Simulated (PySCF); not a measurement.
**The bond of CsNa, level by level**

An exercise on one series of results from a longer session: the logs are not shown, and one member is left open.

Program: PySCF 2.14.0. Level of theory: Cs def2-SVPD with ECP46, Na def2-SVPD, scalar-relativistic core potentials. These are calculated values, not measurements.

Set-up of the first run:

Settings of the job:

| Property | Result |
| --- | --- |
| atoms | Cs, Na |
| charge | 0 |
| basis | Cs def2-SVPD with ECP46, Na def2-SVPD |
| Hamiltonian | scalar-relativistic core potentials |
| basis functions | 45 |
| electrons treated | 20 |
| masses in u | 132.9054, 22.9898 |
| levels | PBE0, PBE, r²SCAN, TPSS, r²SCAN0, B3LYP, CAM-B3LYP, HF, MP2, SCS-MP2, CCSD, CCSD(T) |
| grid | 80 radial by 434 angular points |
| occupations | held fixed by the projection of orbital angular momentum |
| dissociation limit | Cs + Na, each in its ground configuration |
| starting distance in angstrom | 3.780 |
| values of 2S to try | 0, 2 |

Command:

```sh
$ OMP_NUM_THREADS=1 python dia.py task.json out
```

Steps of the session up to this table: Set-up; PBE0 along the bond; Excited determinants; PBE; r²SCAN; TPSS (meta-GGA); r²SCAN0; B3LYP; CAM-B3LYP (range-separated hybrid); RHF (mean field); Adding correlation.

One of the session's tables, all rows but one given; the rest of the session is left out.

It belongs to the step «The curves together». Energy (eV) from each level's lowest point:

| R (Å) | RHF | RHF-MP2 | RHF-SCS-MP2 | RHF-CCSD | RHF-CCSD(T) |
| --- | --- | --- | --- | --- | --- |
| 3.383 | 0.232 | 0.143 | 0.153 | n/a | n/a |
| 3.541 | 0.135 | 0.068 | 0.075 | 0.072 | 0.070 |
| 3.698 | 0.067 | 0.023 | 0.027 | 0.026 | 0.025 |
| 3.816 | 0.034 | 0.006 | 0.008 | 0.007 | 0.007 |
| 3.934 | 0.012 | 0.000 | 0.000 | 0.000 | 0.000 |
| 4.052 | 0.001 | 0.004 | 0.002 | 0.002 | 0.002 |
| 4.209 | ? | ? | ? | ? | ? |
| 4.406 | 0.017 | 0.056 | 0.050 | 0.049 | 0.048 |
| 4.642 | 0.056 | 0.114 | 0.106 | 0.101 | 0.098 |
| 4.957 | 0.132 | 0.207 | 0.195 | n/a | n/a |

**Question.** Estimate the row for R (Å) = 4.209.

Worked estimate for «RHF». A straight line through the neighbours (4.052, 0.001) and (4.406, 0.017) gives 0.001 + (0.017 − 0.001) × (4.209 − 4.052) / (4.406 − 4.052) = 0.008; a parabola fitted to 4 rows on both sides gives 0.002.

**Answer.** RHF: 0.000; RHF-MP2: 0.020; RHF-SCS-MP2: 0.017; RHF-CCSD: 0.017; RHF-CCSD(T): 0.017. In «RHF» the line misses by +0.008 and the parabola by +0.002.
